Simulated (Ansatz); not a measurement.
# BW (I4_1/amd) in Ansatz: relaxation of cell and atoms with LDA

Aim: the relaxation of cell and atoms of BW with LDA.

All numbers are computed with Ansatz 0.2.0; they aren't measurements. Logs are shortened: lines on timing, memory, paths and dates and some standing lists are left out, and cuts for length are marked.

## 1. Starting point

It takes space group I4_1/amd (No. 141, tetragonal). Conventional cell: a = 3.115 Å, b = 3.115 Å, c = 16.930 Å, α = 90.00°, β = 90.00°, γ = 90.00°. Around W (site symmetry 2mm) lie 6 B at 2.24 to 2.35 Å. B (site symmetry 2mm) is surrounded by 2 B at 1.74 Å.

## 2. Relaxation of cell and atoms, LDA

input.yaml reads:

```yaml
crystal:
  lattice:
    - [-1.5575, 1.5575, 8.465]
    - [1.5575, -1.5575, 8.465]
    - [1.5575, 1.5575, -8.465]
  atoms:
    - { symbol: W, position: [0.803, 0.803, 0.0] }
    - { symbol: W, position: [0.553, 0.053, 0.5] }
    - { symbol: W, position: [0.947, 0.447, 0.5] }
    - { symbol: W, position: [0.197, 0.197, 0.0] }
    - { symbol: B, position: [0.648, 0.648, 0.0] }
    - { symbol: B, position: [0.398, 0.898, 0.5] }
    - { symbol: B, position: [0.102, 0.602, 0.5] }
    - { symbol: B, position: [0.352, 0.352, 0.0] }
hamiltonian:
  xc: lda
  pseudopotentials: { kind: paw }
kpoints:
  mp_grid: { grid: [12, 12, 12] }
scf:
  occupations: { method: fermi_dirac, width: 0.05 }
output:
  forces: true
  stress: true
  eigenvalues: true
  write_density: true
  write_potential: true
  elf: true
  volumetric_format: npy
relax:
  f_tol: 0.01
  max_steps: 40
  cell: { stress_tol: 0.05 }
```

Potentials or basis: Ansatz PAW.

Command:

```console
> ansatz run input.yaml --threads 4 --pin off --max-ram 11264MiB --backend cpu --events-out ev --progress --plain --runs-dir out
```

Output:

```text
Warning: RAYON_NUM_THREADS=4 ignored (pool sized by the plan → 4); use --threads N
basis.fft_grid_basis auto: the FFT boxes are laid along the combinations [[1, -1, 0], [0, 1, 0], [1, 0, 1]] of the cell's own vectors, 4.405, 8.747 and 3.115 Å long. The dense box has 30×60×24 points. Along the cell's own vectors, as sized, it would have 60×60×60, 5.00 times as many. Of the 16 symmetry operations that the crystal satisfies within crystal.symmetry.tolerance (time reversal apart; of a slab, those that keep its plane) the dense box along the cell's own vectors carries 16, and the one as laid loses 15 of those. basis.fft_grid_basis: typed keeps the cell's own vectors: state it where this run's energies or levels are differenced outside the engine with another run's, or held beside a run that keeps those vectors. Those combinations have planes normal to reciprocal vector 3, as the cell's own vectors have. Each planar average written beside output.write_density, output.write_potential has a row for each plane of the box: 24. The volumetric files lie along those combinations, not along the cell's own vectors: a cube or XSF file states them, and fields.json those of NumPy files.
Engine: ansatz 0.2.0, x86_64-unknown-linux-gnu
Pseudopotentials: kind: paw
Pseudopotential: W, paw, valence charge 14, recommended cutoff 420 eV (normal), W.paw.azcp
Pseudopotential: B, paw, valence charge 3, recommended cutoff 420 eV (normal), B.paw.azcp
Functional definition: SPW92
  exchange = slater_x
  correlation = pw_c
Crystal: 8 atoms, lattice volume = 82.138 Å³
Basis set: ecut = 420 eV, 1641 PW (Γ), FFT grids on a1−a2, a2, a1+a3
Bands: 42, of which v1, the nominal top of the filled ones, is band 34 counted from 1 (33 counted from 0)
Symmetry: 16 space group operations
Space group: I41/amd (ITA 141), of the structure as read, at distance tolerance 4.3e-5 Å
k-points: 163 of 1728
Non-local potential: W, projectors of the file, l = 0: 3, l = 1: 2, l = 2: 2, l = 3: 1
Non-local potential: B, projectors of the file, l = 0: 2, l = 1: 2, l = 2: 1
PAW form: soft (Blöchl's): semilocal exchange-correlation on the pseudo side does not see the compensation charge
PAW frozen core: W, regenerated for the run's functional, and the local potential with it (the file was generated under x = pbe(κ = 0.804, μ = 0.2195149727645171), c = pbe(β = 0.06672455060314922))
PAW frozen core: B, regenerated for the run's functional, and the local potential with it (the file was generated under x = pbe(κ = 0.804, μ = 0.2195149727645171), c = pbe(β = 0.06672455060314922))
PAW one-centre angular grid: W, 590 points (default); XC on 64 Gauss nodes
PAW one-centre angular grid: B, 110 points (default); XC on 64 Gauss nodes
Initial density: superposition of atomic densities (neutral atoms: chi_scale 0, normalization atom), corrected by the library's trained network
Initial wavefunctions: pseudopotential atomic-orbital guess
Functional: x = slater, c = lda
SCF iter   1: F=—  HF=-41121.376318 eV  |F-HF|=—  |Δ(HF+E_count)|=         —  Δρ=6.64e-3  dr2=4.15e-2  ethr=1.77e-3  ⟨swp⟩=6.3  Hψ=27864  notcnv=0  defer=4
preconditioner: auto → Kerker (q_TF=auto, 2.644 Å⁻¹)  [metal: Δε(μ)=0.006 eV  Ē_g=7.549 eV  σ=0.050 eV  W_gap=0.03  n_scr=22 (ndim 8)  ℏωp=24.6 eV  f_vac=0.000  D(μ)=2.57/eV (n_scr^D=22)]
SCF iter   2: F=—  HF=-41121.368285 eV  |F-HF|=—  |Δ(HF+E_count)|=   8.03e-3  Δρ=3.79e-3  dr2=1.26e-2  ethr=6.10e-5  ⟨swp⟩=1.2  Hψ=8211  notcnv=0  defer=33
SCF iter   3: F=—  HF=-41121.365098 eV  |F-HF|=—  |Δ(HF+E_count)|=   3.19e-3  Δρ=3.94e-4  dr2=6.08e-5  ethr=1.85e-5  ⟨swp⟩=2.0  Hψ=9290  notcnv=0  defer=33
SCF iter   4: F=—  HF=-41121.365095 eV  |F-HF|=—  |Δ(HF+E_count)|=   2.61e-6  Δρ=3.94e-5  dr2=5.42e-7  ethr=8.94e-8  ⟨swp⟩=2.7  Hψ=12680  notcnv=0  defer=33
iter 5 did not close the SCF: its close was put off for the readings that it lacked (scf_convergence_deferred on its scf_iter line)
SCF iter   5: F=-41121.365095 eV  HF=-41121.365095 eV  |F-HF|=3.70e-9  |Δ(HF+E_count)|=   4.82e-8  Δρ=9.38e-6  dr2=3.76e-8  ethr=7.97e-10  ⟨swp⟩=2.2  Hψ=10482  notcnv=0  defer=33
SCF iter   6: F=-41121.365095 eV  HF=-41121.365095 eV  |F-HF|=2.40e-10  |Δ(HF+E_count)|=  6.84e-10  Δρ=9.49e-7  dr2=5.72e-10  ethr=5.52e-11  ⟨swp⟩=9.4  Hψ=43425  notcnv=0
SCF 1 converged in 6 iterations: F = -41121.365095 eV  dr2 = 5.72e-10
relax step   1: F+E_penalty+E_count = -41121.36509529 eV  Δ(F+E_penalty+E_count) = +0.000e0 eV  max|allowed force component| = 1.907e0 eV/Å  Δτ_max = 0.0000 Å  P = -3.063 GPa  Ω = 82.138 Å³  (6 SCF iters, dr2 threshold 1.00e-7 eV, accepted)
Crystal: 8 atoms, lattice volume = 78.171 Å³
Basis set: ecut = 420 eV, 1503 PW (Γ), FFT grids on a1−a2, a2, a1+a3
Initial density: handed on by an earlier stage of this run
Initial wavefunctions: those handed on with the density
iter 1 solved again at ethr=1.67e-4 eV; its pass at ethr=3.10e-3 eV (dr2=1.13e-1 eV) is discarded
SCF iter   1: F=—  HF=-41121.639309 eV  |F-HF|=—  |Δ(HF+E_count)|=         —  Δρ=1.03e-2  dr2=1.16e-1  ethr=1.67e-4  ⟨swp⟩=1.4  Hψ=35911  notcnv=0
[... 44 lines left out ...]
SCF iter   2: F=—  HF=-41121.883381 eV  |F-HF|=—  |Δ(HF+E_count)|=   3.31e-8  Δρ=2.25e-5  dr2=5.15e-8  ethr=2.71e-10  ⟨swp⟩=1.5  Hψ=7303  notcnv=0
SCF iter   3: F=—  HF=-41121.883381 eV  |F-HF|=—  |Δ(HF+E_count)|=   5.30e-8  Δρ=9.78e-7  dr2=4.78e-10  ethr=7.58e-11  ⟨swp⟩=2.0  Hψ=12394  notcnv=0
SCF iter   4: F=-41121.883381 eV  HF=-41121.883381 eV  |F-HF|=4.37e-11  |Δ(HF+E_count)|=  2.18e-11  Δρ=2.49e-7  dr2=6.18e-11  ethr=1.00e-12  ⟨swp⟩=8.4  Hψ=33515  notcnv=0
SCF 6 converged in 4 iterations: F = -41121.883381 eV  dr2 = 6.18e-11
relax step   6: F+E_penalty+E_count = -41121.88338079 eV  Δ(F+E_penalty+E_count) = +1.312e-3 eV  max|allowed force component| = 5.918e-4 eV/Å  Δτ_max = 0.0000 Å  P = -0.021 GPa  Ω = 80.659 Å³  stress off target by 2.39e-2 GPa  SCF on the basis re-selected at this cell (its energy is not comparable with the rows above)  (4 SCF iters)
basis re-selected at this cell: Δ(F+E_penalty+E_count) = +1.312e-3 eV, ΔP = -0.031 GPa vs the last step (what re-selecting the basis moved, of the pressure what is left beyond the Pulay correction that the steps carried, after the strain that the cell walked since its last selection, with what the two solves' SCF thresholds leave and, on support functions, any second-order correction that the steps lacked; it is no measure of the basis error at this ecutwfc). This SCF's stress stands 2.39e-2 GPa from its target on what of the cell is left free (relax.cell.stress_tol is 5.00e-2 GPa) and its largest allowed force component is 5.92e-4 eV/Å (relax.f_tol is 1.00e-2 eV/Å): within both
SCF converged after 4 iterations
Free energy (F): -41121.883381 eV
Harris-Foulkes:  -41121.883381 eV  (|F-HF|=4.37e-11)
Internal energy: -41121.864420 eV  (E = F + TS)
E sigma→0 (E₀):  -41121.873901 eV
Entropy (-TS):   -0.018961 eV (-2.370 meV/atom)
Fermi energy:    22.139763 eV
--- Per-component energies (eV) ---
  E_band       = -226.786172
  E_kinetic    = 2024.775175
  E_local      = -2523.849321  (includes V_loc(G=0)·N_el)
  E_nonlocal   = 70.233597
  E_hartree    = 930.006820
  E_xc         = -1199.101685
  E_vxc        = -1122.139671  (∫ρ·V_xc dr)
  E_paw        = -33530.512360  (= ΣΔE_a)
  E_vpaw       = -535.819290  (= ΣTr[D̂ρ^β])
  E_aug_tail   = -0.000292  (compensation charges beyond the density's cutoff)
  E_ewald      = -6894.732302
  E_core_change = 1.315949  (= ΣΔE_core)
  E_smearing   = -0.018961  (= −TS)
  E_closure    = 0.000000  (closes the sum)
  Σ components = -41121.883381   (vs F -41121.883381, Δ=0.00e0)
--- Forces (eV/Å), atoms counted from 1 ---
  atom   1  W      0.00000000     0.00000000     0.00024821
  atom   2  W     -0.00000000    -0.00000000     0.00024821
  atom   3  W      0.00000000    -0.00000000    -0.00024821
  atom   4  W      0.00000000     0.00000000    -0.00024821
  atom   5  B      0.00000000    -0.00000000     0.00059180
  atom   6  B     -0.00000000     0.00000000     0.00059180
  atom   7  B      0.00000000    -0.00000000    -0.00059180
  atom   8  B     -0.00000000     0.00000000    -0.00059180
  max |Σ_I F_I| component: 2.39e-18 eV/Å
--- Stress (GPa, compression-positive) ---
       -0.018838       0.000000       0.000000
        0.000000      -0.018838       0.000000
        0.000000       0.000000      -0.023873
  P = ⅓ Tr σ = -0.0205 GPa (-0.205 kbar)
--- Band table (eV; the first three rows and the last of 163) ---
  k-point 0: bands = ["-52.4187", "-52.3831", "-52.3354", "-52.2995", "-17.1629", "-16.7444", "-16.7444", "-16.7416", "-16.7367", "-16.7313", "-16.7313", "-16.4306", "-16.4306", "-16.3802", "-16.3802", "-16.2800", "7.8484", "9.2387", "11.8380", "12.9402", "16.0737", "16.3037", "16.3899", "17.2340", "17.2340", "17.4498", "17.4498", "18.0633", "18.5416", "18.8512", "21.0172", "21.0172", "21.3992", "22.0898", "22.2490", "22.2490", "22.3166", "22.7517", "23.2595", "24.2716", "25.0634", "25.0634"]
  k-point 1: bands = ["-52.4136", "-52.3792", "-52.3359", "-52.3012", "-17.1446", "-16.8587", "-16.8087", "-16.7520", "-16.7461", "-16.7339", "-16.6214", "-16.4519", "-16.4242", "-16.4239", "-16.3824", "-16.2811", "8.1001", "9.3758", "12.1279", "13.1668", "15.8300", "16.0346", "16.4892", "16.6564", "17.1303", "17.2095", "17.2601", "18.4105", "19.1909", "19.3384", "20.0311", "20.5447", "21.2084", "21.5485", "21.7101", "22.2851", "22.8018", "22.9647", "23.6000", "24.0366", "24.3051", "25.5141"]
  k-point 2: bands = ["-52.3996", "-52.3688", "-52.3371", "-52.3060", "-17.0975", "-16.9514", "-16.9100", "-16.8031", "-16.7902", "-16.7447", "-16.5633", "-16.5429", "-16.5029", "-16.4160", "-16.3722", "-16.2982", "8.7891", "9.7730", "12.9468", "13.7292", "15.3143", "15.3513", "15.7490", "16.2962", "16.9432", "17.2351", "17.3885", "18.5409", "18.5697", "19.3017", "19.9161", "20.1314", "20.3374", "20.9757", "21.1061", "22.8144", "23.2011", "23.7369", "23.7826", "24.0119", "24.4467", "25.9857"]
  k-point 162: bands = ["-52.4046", "-52.4046", "-52.3138", "-52.3138", "-17.0420", "-17.0420", "-16.7804", "-16.7804", "-16.6789", "-16.6789", "-16.4719", "-16.4719", "-16.4185", "-16.4185", "-16.3553", "-16.3553", "8.4113", "8.4113", "12.5536", "12.5536", "16.4825", "16.4825", "16.7586", "16.7586", "17.2329", "17.2329", "17.4456", "17.4456", "18.6245", "18.6245", "21.2400", "21.2400", "21.6665", "21.6665", "22.0020", "22.0020", "23.1076", "23.1076", "23.8395", "23.8395", "24.3307", "24.3307"]
--- Relaxed structure (5 steps of the walk, 5 accepted, 1 SCFs on fresh bases) ---
  F+E_penalty+E_count = -41121.88338079 eV   max|allowed force component| = 5.918e-4 eV/Å   (the final SCF, on the basis selected at the relaxed cell)
  cell:  # Å, volume = 80.6587 Å³
    - [-1.5507747131922365, 1.5507747131922365, 8.384824160315402]
    - [1.5507747131922365, -1.5507747131922365, 8.384824160315402]
    - [1.5507747131922365, 1.5507747131922365, -8.384824160315402]
  atoms:
    - { symbol: W, position: [0.8029959650520108, 0.8029959650520108, 3.391576018053234e-33] }
    - { symbol: W, position: [0.5529959650520107, 0.05299596505201061, 0.49999999999999994] }
    - { symbol: W, position: [0.9470040349479895, 0.44700403494798946, 0.5] }
    - { symbol: W, position: [0.1970040349479894, 0.1970040349479894, -1.3264055186827545e-33] }
    - { symbol: B, position: [0.6560409387567225, 0.6560409387567225, -9.626361336867771e-34] }
    - { symbol: B, position: [0.40604093875672254, 0.9060409387567225, 0.5] }
    - { symbol: B, position: [0.09395906124327749, 0.5939590612432775, 0.5] }
    - { symbol: B, position: [0.34395906124327746, 0.34395906124327746, 3.082026545842535e-33] }
```

Wall time 1.8 min (4 threads of Intel Xeon at 2.50GHz (Skylake/Cascade Lake), shared host); peak memory 0.75 GiB.

What came out:

- Free energy: -41121.8834 eV
- Relaxed volume: 10.08 Å³/atom
- Relaxed cell: a = 8.667 Å, b = 8.667 Å, c = 8.667 Å, α = 159.39°, β = 159.39°, γ = 29.32°
- Space group after relaxing (to 0.05 Å): I4_1/amd (No. 141)
- Energy gained by relaxing: 64.8 meV/atom
- Ionic steps: 6
- Pressure after relaxing: 0.0 GPa
- Band gap on the k mesh: none (metal or under the smearing width)

Step by step:
```csv
step,energy change (eV),largest force (eV/Å),volume (Å³)
1,0.0000,1.9074,82.14
2,-0.2318,1.0218,78.17
3,-0.5116,0.1991,80.56
4,-0.5195,0.0217,80.64
5,-0.5196,0.0004,80.66
6,-0.5183,0.0006,80.66
```

Final structure:
```
W B
1.0
    -1.55077    1.55077    8.38482
     1.55077   -1.55077    8.38482
     1.55077    1.55077   -8.38482
W B
4 4
Direct
  0.80300 0.80300 0.00000
  0.55300 0.05300 0.50000
  0.94700 0.44700 0.50000
  0.19700 0.19700 0.00000
  0.65604 0.65604 0.00000
  0.40604 0.90604 0.50000
  0.09396 0.59396 0.50000
  0.34396 0.34396 0.00000
```

Levels at points of the mesh, in eV from the Fermi level:
| k point | band 32 | band 33 | band 34 | band 35 | band 36 | band 37 |
| --- | --- | --- | --- | --- | --- | --- |
| (0.00, 0.00, 0.00) | -1.12 | -0.74 | -0.05 | 0.11 | 0.11 | 0.18 |
| (0.00, 0.00, -0.50) | -3.03 | 2.30 | 2.30 | 2.41 | 2.41 | 2.60 |
| (0.00, -0.50, 0.00) | -2.12 | -1.57 | -1.23 | -0.28 | 1.14 | 1.30 |
| (-0.50, -0.50, -0.50) | -0.90 | -0.47 | -0.47 | -0.14 | -0.14 | 0.97 |

Caveat: the plane-wave basis is chosen anew once the cell has moved, so the energies of steps on either side of that aren't comparable; the PAW data sets come from PBE, with cores solved anew for the run's functional, which leaves a small shift of forces and pressure.
